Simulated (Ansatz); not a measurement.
# H4O3Si: the cost of one run

All numbers below are computed with Ansatz 0.2.0 (RKS PBE0-D4/def2-SVP).

### 1 The structure to begin with

Bond lengths: Si1–O2 1.680 Å, O2–H3 1.010 Å, Si1–H4 1.460 Å, Si1–O5 1.679 Å, O5–H6 1.010 Å, Si1–O7 1.679 Å, O7–H8 1.010 Å. Angles: Si1–O2–H3 109.5°, O2–Si1–H4 109.5°, O2–Si1–O5 109.5°, O2–Si1–O7 109.5°, H4–Si1–O5 109.5°, H4–Si1–O7 109.5°, O5–Si1–O7 109.5°, Si1–O5–H6 109.5°, Si1–O7–H8 109.5°.

As a file:

```xyz
8

Si    0.0000    0.0000    0.0000
O     0.0000    0.0000    1.6800
H    -0.9095   -0.2814    2.0171
H     1.3768    0.0000   -0.4862
O    -0.7913    1.3709   -0.5594
H    -1.7491    1.1401   -0.7818
O    -0.7913   -1.3709   -0.5594
H    -1.2459   -1.8365    0.2129
```

### 2 Relaxing the start

input.yaml reads:

```yaml
crystal:
  periodic: [false, false, false]
  atoms:
    - { symbol: Si, position_ang: [0.0, 0.0, 0.0] }
    - { symbol: O, position_ang: [0.0, 0.0, 1.68] }
    - { symbol: H, position_ang: [-0.9095, -0.2814, 2.0171] }
    - { symbol: H, position_ang: [1.3768, 0.0, -0.4862] }
    - { symbol: O, position_ang: [-0.7913, 1.3709, -0.5594] }
    - { symbol: H, position_ang: [-1.7491, 1.1401, -0.7818] }
    - { symbol: O, position_ang: [-0.7913, -1.3709, -0.5594] }
    - { symbol: H, position_ang: [-1.2459, -1.8365, 0.2129] }
basis:
  gaussian: { orbitals: def2-SVP }
hamiltonian:
  xc: pbe0
  dispersion: d4
relax:
  f_tol: 0.02
  max_steps: 40
```

Started as:

```
> ansatz run input.yaml --threads 1 --pin off --max-ram 2048MiB --backend cpu --events-out ev --progress --plain --runs-dir out
```

**Question.** How long does this run take on 1 thread of Arm Neoverse V1, shared host, and how much memory does it need?

About 47 s, with a peak of 0.15 GiB.
